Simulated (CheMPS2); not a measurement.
**doublet GeO+, run twice**

Wanted: a single-point energy of doublet GeO+, DMRG/ANO-RCC-MB (ground state).

Program for the calculation: CheMPS2 1.8.12.

5 further runs of the same task are left out: 1 that didn't finish, 4 set aside as unsound or not needed.

## Step 1: Starting point

The species is GeO+ (2 atoms), meant as a doublet with charge +1. SMILES of the parent species: `[O]=[Ge]`. Geometry: a GFN2-xTB relaxation, a rough one for these elements and not checked as a minimum. That shape belongs to the parent species and isn't relaxed for this state.

Bond lengths: O1–Ge2 1.576 Å.

## Step 2: Try one

The input, integrals.py:

```python
from pyscf import ao2mo, gto, mcscf, mp, scf
from pyscf.tools import fcidump

geom = """
O
Ge 1 1.57649
"""
mol = gto.M(
    atom=geom,
    basis="ano-rcc-mb",
    charge=1,
    spin=1,
    verbose=3,
    max_memory=2000,
)
print("nao                            = %d" % (mol.nao))
mf = scf.ROHF(mol)
mf.conv_tol = 1e-10
mf.max_cycle = 200
mf.kernel()
if not mf.converged:
    mf = mf.newton().run(mf.mo_coeff, mf.mo_occ)
print(f"SCF energy                     = {mf.e_tot:.10f}")
occ_no, mo = mcscf.addons.make_natural_orbitals(mp.MP2(mf.to_uhf(), frozen=10).run())
mf.mo_coeff = mo
cas = mcscf.CASCI(mf, 13, 19)
h1, ecore = cas.get_h1eff()
fcidump.from_integrals("FCIDUMP", h1, cas.get_h2eff(), 13, 19, nuc=ecore, ms=1)
ci = mcscf.CASCI(mf, 13, (10, 9))
ci.fix_spin_(ss=0.75)
ci.fcisolver.conv_tol = 1e-10
ci.fcisolver.max_cycle = 200
ci.kernel()
print("FCI energy                     = %.10f" % (ci.e_tot))
```

The input, dmrg.input:

```
FCIDUMP = FCIDUMP
GROUP = 0
MULTIPLICITY = 3
NELECTRONS = 19
IRREP = 0
EXCITATION = 0
SWEEP_STATES = 25, 50, 100, 100
SWEEP_ENERGY_CONV = 1e-04, 1e-04, 1e-04, 1e-06
SWEEP_MAX_SWEEPS = 2, 3, 3, 6
SWEEP_NOISE_PREFAC = 0.05, 0.05, 0.005, 0.0
SWEEP_DVDSON_RTOL = 3e-04, 3e-04, 3e-04, 3e-05
NOCC = 0
NACT = 13
NVIR = 0
MOLCAS_FIEDLER = TRUE
PRINT_CORR = FALSE
TMP_FOLDER = .
```

The run is started by

```
$ python integrals.py && chemps2 --file=dmrg.input
```

Log:

```text
$ python integrals.py
nao                            = 23
converged SCF energy = -2136.48747893496
SCF energy                     = -2136.4874789350
E(UMP2) = -2136.54666205797  E_corr = -0.0591831230045835
E(SCS-UMP2) = -2136.54570199767  E_corr = -0.0582230627091101
CASCI E = -2136.58554202506  E(CI) = -138.023872913274  S^2 = 0.7500000
FCI energy                     = -2136.5855420251

$ chemps2 --file=dmrg.input

Running chemps2 version 1.8.12 () with the following options:

[... 36 lines left out ...]
WARNING AT DAVIDSON : Initial guess was a zero-vector. Now it is overwritten with random numbers.
[... 65 lines left out ...]
WARNING AT DAVIDSON : Initial guess was a zero-vector. Now it is overwritten with random numbers.
[... 66 lines left out ...]
WARNING AT DAVIDSON : Initial guess was a zero-vector. Now it is overwritten with random numbers.
[... 70 lines left out ...]
WARNING AT DAVIDSON : Initial guess was a zero-vector. Now it is overwritten with random numbers.
[... 70 lines left out ...]
WARNING AT DAVIDSON : Initial guess was a zero-vector. Now it is overwritten with random numbers.
[... 70 lines left out ...]
WARNING AT DAVIDSON : Initial guess was a zero-vector. Now it is overwritten with random numbers.
[... 71 lines left out ...]
***     Maximum discarded weight during the last sweep     = 0
******************************************************************
```

It took 11 s on 1 thread of Arm Neoverse V1, shared host; peak memory 0.17 GiB.

## Step 3: Diagnosis

No converged result was reached.

The fault: the electron count doesn't fit the spin or reference typed: an even count needs an odd multiplicity, an odd count an even one. In place of `MULTIPLICITY = 3`, `SWEEP_ENERGY_CONV = 1e-04, 1e-04, 1e-04, 1e-06` the sound input has `MULTIPLICITY = 2`, `SWEEP_ENERGY_CONV = 1e-07, 1e-07, 1e-07, 1e-09`.

## Step 4: The mended input

The input, integrals.py:

```python
from pyscf import ao2mo, gto, mcscf, mp, scf
from pyscf.tools import fcidump

geom = """
O
Ge 1 1.57649
"""
mol = gto.M(
    atom=geom,
    basis="ano-rcc-mb",
    charge=1,
    spin=1,
    verbose=3,
)
print("basis functions: %d" % (mol.nao))
mf = scf.ROHF(mol)
mf.conv_tol = 1e-10
mf.max_cycle = 200
mf.kernel()
if not mf.converged:
    mf = mf.newton().run(mf.mo_coeff, mf.mo_occ)
print(f"SCF energy: {mf.e_tot:.10f}")
# natural orbitals of MP2 give a compact matrix product state
occ_no, mo = mcscf.addons.make_natural_orbitals(mp.MP2(mf.to_uhf(), frozen=10).run())
mf.mo_coeff = mo
# write the integrals of the correlated orbitals
cas = mcscf.CASCI(mf, 13, 19)
h1, ecore = cas.get_h1eff()
fcidump.from_integrals("FCIDUMP", h1, cas.get_h2eff(), 13, 19, nuc=ecore, ms=1)
# exact diagonalisation in the same space
ci = mcscf.CASCI(mf, 13, (10, 9))
ci.fix_spin_(ss=0.75)
ci.fcisolver.conv_tol = 1e-10
ci.fcisolver.max_cycle = 200
ci.kernel()
print("E(FCI): %.10f" % (ci.e_tot))
```

dmrg.input, as its differences from that of step 2:

```diff
@@ -2,3 +2,3 @@
 GROUP = 0
-MULTIPLICITY = 3
+MULTIPLICITY = 2
 NELECTRONS = 19
@@ -7,3 +7,3 @@
 SWEEP_STATES = 25, 50, 100, 100
-SWEEP_ENERGY_CONV = 1e-04, 1e-04, 1e-04, 1e-06
+SWEEP_ENERGY_CONV = 1e-07, 1e-07, 1e-07, 1e-09
 SWEEP_MAX_SWEEPS = 2, 3, 3, 6
```

The run is started by

```
$ python integrals.py && chemps2 --file=dmrg.input
```

Log:

```text
$ python integrals.py
basis functions: 23
converged SCF energy = -2136.48747893496
SCF energy: -2136.4874789350
E(UMP2) = -2136.54666205797  E_corr = -0.0591831230045835
E(SCS-UMP2) = -2136.54570199767  E_corr = -0.0582230627091101
CASCI E = -2136.58554202506  E(CI) = -138.023872913274  S^2 = 0.7500000
E(FCI): -2136.5855420251

$ chemps2 --file=dmrg.input

Running chemps2 version 1.8.12 () with the following options:

[... 58 lines left out ...]
***     Maximum discarded weight = 0
[... 42 lines left out ...]
***     Maximum discarded weight = 0.00229749085977863
[... 28 lines left out ...]
***     Minimum energy           = -2136.58469084875
[... 21 lines left out ...]
***     Minimum energy           = -2136.58516103824
[... 22 lines left out ...]
***     Maximum discarded weight = 5.81037986780734e-07
[... 22 lines left out ...]
***     Maximum discarded weight = 2.81474783426449e-06
[... 27 lines left out ...]
***     Minimum energy           = -2136.58553544639
[... 23 lines left out ...]
***     Maximum discarded weight during the last sweep     = 2.83265805192291e-06
******************************************************************
```

It took 28 s on 1 thread of Arm Neoverse V1, shared host; peak memory 0.17 GiB.

## Step 5: Summary of results

Level: DMRG/ANO-RCC-MB (ground state).

| quantity | value |
| --- | --- |
| total energy | -2136.58554 Eh |

**Reading.** The basis was made for a relativistic Hamiltonian, but the run is non-relativistic.
